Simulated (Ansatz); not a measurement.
**CH4B2O (SMILES B1BOC1): single points off equilibrium**

One table from this session's results is given with a row withheld; the runs are named, their logs left out.

The runs use Ansatz 0.2.0, Gaussian basis; single points in def2-TZVPP.

Cores are frozen in the correlated methods.

## Where the work starts

SMILES `B1BOC1`, 8 atoms, charge 0, spin multiplicity 1.

Atoms are counted from 1 here; the program's logs count them from 0.

Bond lengths: B1–B2 1.559 Å, B1–C4 1.531 Å, B1–H5 1.151 Å, B2–O3 1.337 Å, B2–H6 1.130 Å, O3–C4 1.447 Å, C4–H7 1.069 Å, C4–H8 1.113 Å. Angles: B2–B1–C4 89.0°, B2–B1–H5 129.6°, C4–B1–H5 118.0°, B1–B2–O3 75.3°, B1–B2–H6 155.1°, O3–B2–H6 121.5°, B2–O3–C4 102.0°, B1–C4–O3 73.3°, B1–C4–H7 121.5°, B1–C4–H8 125.3°, O3–C4–H7 110.4°, O3–C4–H8 108.6°, H7–C4–H8 109.1°.

Geometry (Å):

| atom | x (Å) | y (Å) | z (Å) |
| --- | --- | --- | --- |
| B1 | -0.2880 | 0.7325 | -0.4789 |
| B2 | 0.8289 | 0.7244 | 0.6090 |
| O3 | 0.1231 | -0.3879 | 0.8394 |
| C4 | -0.2401 | -0.7974 | -0.4997 |
| H5 | -1.3205 | 1.2413 | -0.4673 |
| H6 | 1.4868 | 1.1812 | 1.4064 |
| H7 | -1.1329 | -1.3852 | -0.4807 |
| H8 | 0.5893 | -1.4096 | -0.9204 |

Set-up of the first run:

run/in.yaml reads:

```yaml
crystal:
  periodic: [false, false, false]
  atoms:
    - {symbol: B, position_ang: [-0.288000, 0.732500, -0.478900]}
    - {symbol: B, position_ang: [0.828900, 0.724400, 0.609000]}
    - {symbol: O, position_ang: [0.123100, -0.387900, 0.839400]}
    - {symbol: C, position_ang: [-0.240100, -0.797400, -0.499700]}
    - {symbol: H, position_ang: [-1.320500, 1.241300, -0.467300]}
    - {symbol: H, position_ang: [1.486800, 1.181200, 1.406400]}
    - {symbol: H, position_ang: [-1.132900, -1.385200, -0.480700]}
    - {symbol: H, position_ang: [0.589300, -1.409600, -0.920400]}
basis:
  gaussian: {orbitals: def2-TZVPP}
correlation: {method: ccsd_t}
output: {forces: true}
```

The command line of these runs was not kept.

Among the steps run: CCSD(T)/def2-TZVPP; PBE0-D4/def2-TZVPP; wB97M-V/def2-TZVPP; r2SCAN-D4/def2-TZVPP; PBE-D4/def2-TZVPP; CAM-B3LYP-D4/def2-TZVPP; LC-wPBE/def2-TZVPP.

One of the session's tables, all rows but one given; the rest of the session is left out.

| method | RMS force component (eV/Å) | angle to CCSD(T) forces (°) | dipole (D) |
| --- | --- | --- | --- |
| CCSD(T) | 1.220 | reference | 1.16 |
| PBE0-D4 | 1.028 | 8.5 | 1.17 |
| wB97M-V | 1.070 | 3.8 | 1.17 |
| r2SCAN-D4 | 1.117 | 5.4 | 1.19 |
| PBE-D4 | 1.184 | 8.5 | 1.21 |
| CAM-B3LYP-D4 | ? | ? | ? |
| LC-wPBE | 0.992 | 11.0 | 1.19 |

Estimate the missing values for CAM-B3LYP-D4.

The run gave: RMS force component (eV/Å): 1.000; angle to CCSD(T) forces (°): 6.8; dipole (D): 1.17. In the column «RMS force component (eV/Å)» it lies between LC-wPBE (0.992) and PBE0-D4 (1.028).
